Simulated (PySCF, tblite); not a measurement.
# C2H8GeO2Si: geometry, infrared bands and NMR shifts

Aim: predict the infrared bands and NMR shifts of C2H8GeO2Si (`[SiH3][O][Ge@@H]1[CH2]C[O]1`).

Programs: tblite 0.8.0 and PySCF 2.14.0, with density-fitted response routines of our own. Each step states its level of theory. These are calculated values for one molecule in the gas phase, unless marked as measured. Atoms count from 0, in the outputs and in this text.

**1. The molecule as given**

14 atoms, charge 0, multiplicity 1; geometry from: force field or distance geometry start.

Bonds of the start (Å): Si0–O1 1.73, O1–Ge2 1.78, Ge2–C3 1.89, C3–C4 1.51, C4–O5 1.42, O5–Ge2 1.81, Si0–H6 1.46, Si0–H7 1.48, Si0–H8 1.48, Ge2–H9 1.55, C3–H10 1.12, C3–H11 1.11, C4–H12 1.11, C4–H13 1.11.

**2. Relaxing the molecule with GFN2-xTB**

Job settings and geometry (Å):

```
{"job": {"kind": "relax", "xc": "GFN2-xTB", "basis": "xTB"}, "charge": 0, "multiplicity": 1}
Si     2.540900    -0.154800     0.210400
O      1.342200    -0.544400    -0.977600
Ge    -0.005300     0.568400    -0.654700
C     -1.196000    -0.061600     0.671200
C     -2.207700    -0.365900    -0.412300
O     -1.488000     0.066100    -1.561900
H      3.699500    -1.026400     0.032200
H      2.969700     1.250200     0.050400
H      1.993700    -0.357600     1.565100
H      0.263400     2.094300    -0.707700
H     -0.816900    -0.988400     1.173900
H     -1.530800     0.732000     1.371200
H     -2.436300    -1.448800    -0.481100
H     -3.129000     0.236400    -0.301300
```

Launch:

```bash
$ OMP_NUM_THREADS=1 python probes_run.py task.json out
```

The driver reads the jobs from task.json and runs them one after another.

**Question.** This job is followed by: GFN2-xTB harmonic vibrations, gas phase; GIAO PBE0/pcSseg-1 NMR shielding, non-relativistic, gas phase. What will the session give for the following? strongest single infrared mode (GFN2-xTB); zero-point energy (GFN2-xTB); 13C shifts against TMS (PBE0/pcSseg-1); 1H shifts against TMS (PBE0/pcSseg-1, means over atoms taken as alike); 29Si shifts against TMS (PBE0/pcSseg-1); 17O shifts against H2O (PBE0/pcSseg-1); 73Ge shifts against GeMe4 (PBE0/pcSseg-1); surface potential, 1st and 99th percentile.

**Answer**, as computed:

| quantity | value |
| --- | --- |
| strongest single infrared mode (GFN2-xTB) | 815 cm⁻¹, 434 km/mol |
| zero-point energy (GFN2-xTB) | 57.2 kcal/mol |
| 13C shifts against TMS (PBE0/pcSseg-1) | 69.0, 39.2 ppm |
| 1H shifts against TMS (PBE0/pcSseg-1, means over atoms taken as alike) | 6.32, 5.32, 4.60, 4.50, 3.13, 2.89 ppm |
| 29Si shifts against TMS (PBE0/pcSseg-1) | -38.7 ppm |
| 17O shifts against H2O (PBE0/pcSseg-1) | 143.6, 61.8 ppm |
| 73Ge shifts against GeMe4 (PBE0/pcSseg-1) | 73 ppm |
| surface potential, 1st and 99th percentile | -1.83 V and 1.56 V |

**Reading.** Relaxing lowered the energy by 0.869 eV in 113 steps; the close pair that moved most is Si0–Ge2, from 2.785 to 3.192 Å. No mode is imaginary among the 36: a minimum at this level. The strongest single mode, at 815 cm⁻¹, moves mainly H8, H7 and H6. Unscaled tight-binding wavenumbers are off by several per cent, some by more. Its intensities can rank the bands wrongly. The most deshielded carbon is C4 (sp3 CH2 bonded to O), at 69.0 ppm: pulled downfield by the heteroatom. At PBE0/pcSseg-1: The widest tensor belongs to O5: span 215 ppm, with a paramagnetic part of -211 ppm. Spin-orbit coupling is left out, which matters for shieldings and couplings at and beside the heavy atoms.
